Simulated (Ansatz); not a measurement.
# TiTc: pressure against volume

An exercise on one series of results from a longer session: the logs are not shown, and one member is left open.

Program: Ansatz 0.2.0. Level of theory: DFT PBEsol, scalar-relativistic. These are calculated values, not measurements.

### The structure to begin with

It takes space group Pm-3m (No. 221, cubic). The conventional cell has a = 3.110 Å, b = 3.110 Å, c = 3.110 Å, α = 90.00°, β = 90.00°, γ = 90.00°. Ti (site symmetry m-3m) is surrounded by 8 Tc at 2.69 Å. Around Tc (site symmetry m-3m) lie 8 Ti at 2.69 Å.

Coordinates:

```cif
data_structure
_symmetry_space_group_name_H-M 'Pm-3m'
_symmetry_Int_Tables_number 221
_cell_length_a 3.1100
_cell_length_b 3.1100
_cell_length_c 3.1100
_cell_angle_alpha 90.000
_cell_angle_beta 90.000
_cell_angle_gamma 90.000
_cell_volume 30.08
loop_
_atom_site_label
_atom_site_type_symbol
_atom_site_symmetry_multiplicity
_atom_site_Wyckoff_symbol
_atom_site_fract_x
_atom_site_fract_y
_atom_site_fract_z
_atom_site_occupancy
Ti1 Ti 1 b 0.50000 0.50000 0.50000 1
Tc1 Tc 1 a 0.00000 0.00000 0.00000 1
```

The file gives the conventional cell by its symmetry; the runs use the cell typed in the input.

Atoms are numbered in the order of the input: Ti1, Tc2.

The first run:

input.yaml

```yaml
crystal:
  lattice:
    - [3.0679678205, 0.0, 0.0]
    - [0.0, 3.0679678205, 0.0]
    - [0.0, 0.0, 3.0679678205]
  atoms:
    - { symbol: Ti, position: [0.5, 0.5, 0.5] }
    - { symbol: Tc, position: [0.0, 0.0, 0.0] }
kpoints:
  mp_grid: { grid: [12, 12, 12] }
  band_path:
    path:
      - [0.0, 0.0, 0.0]
      - [0.0, 0.5, 0.0]
      - [0.5, 0.5, 0.0]
      - [0.0, 0.0, 0.0]
      - [0.5, 0.5, 0.5]
      - [0.0, 0.5, 0.0]
      - [0.5, 0.5, 0.5]
      - [0.5, 0.5, 0.0]
    npoints: 5
scf:
  occupations: { method: fermi_dirac, width: 0.08 }
hamiltonian:
  xc: pbesol
  pseudopotentials: { kind: all_electron, lapw: { basis_error: 0.00025 } }
output:
  forces: true
  stress: true
  eigenvalues: true
```

On the command line:

```bash
ansatz run input.yaml --threads 1 --pin off --max-ram 3072MiB --backend cpu --events-out ev --progress --plain --runs-dir out
```

Among the steps run: Volume × 0.96, LAPW; Volume × 0.96, PAW; Volume × 0.96, crystal datasets; Volume × 0.99, LAPW; Volume × 0.99, PAW; Volume × 0.99, crystal datasets; Volume × 1.02, LAPW; Volume × 1.02, PAW; Volume × 1.02, crystal datasets; Volume × 1.06, LAPW; Volume × 1.06, PAW; Volume × 1.06, crystal datasets.

One table of the session follows, with a row left open; its other results are not shown here.

It belongs to the step «The equation of state». 

```
          method  volume (Å³/atom)  pressure (GPa)
            LAPW            14.439            0.19
            LAPW            14.890           -6.20
            LAPW            15.341          -11.65
            LAPW            15.943          -17.67
             PAW            14.439            0.18
             PAW            14.890               ?
             PAW            15.341          -11.66
             PAW            15.943          -17.68
crystal datasets            14.439            0.20
crystal datasets            14.890           -6.20
crystal datasets            15.341          -11.65
crystal datasets            15.943          -17.67
```

Estimate the missing values for PAW, 14.890.

As computed: pressure (GPa): -6.21. In the column «pressure (GPa)» it lies between crystal datasets, 15.341 (-11.65) and LAPW, 14.890 (-6.20).

Caveats from the session: Warnings in the runs' records: gradients without spin orbit, crystal datasets made.
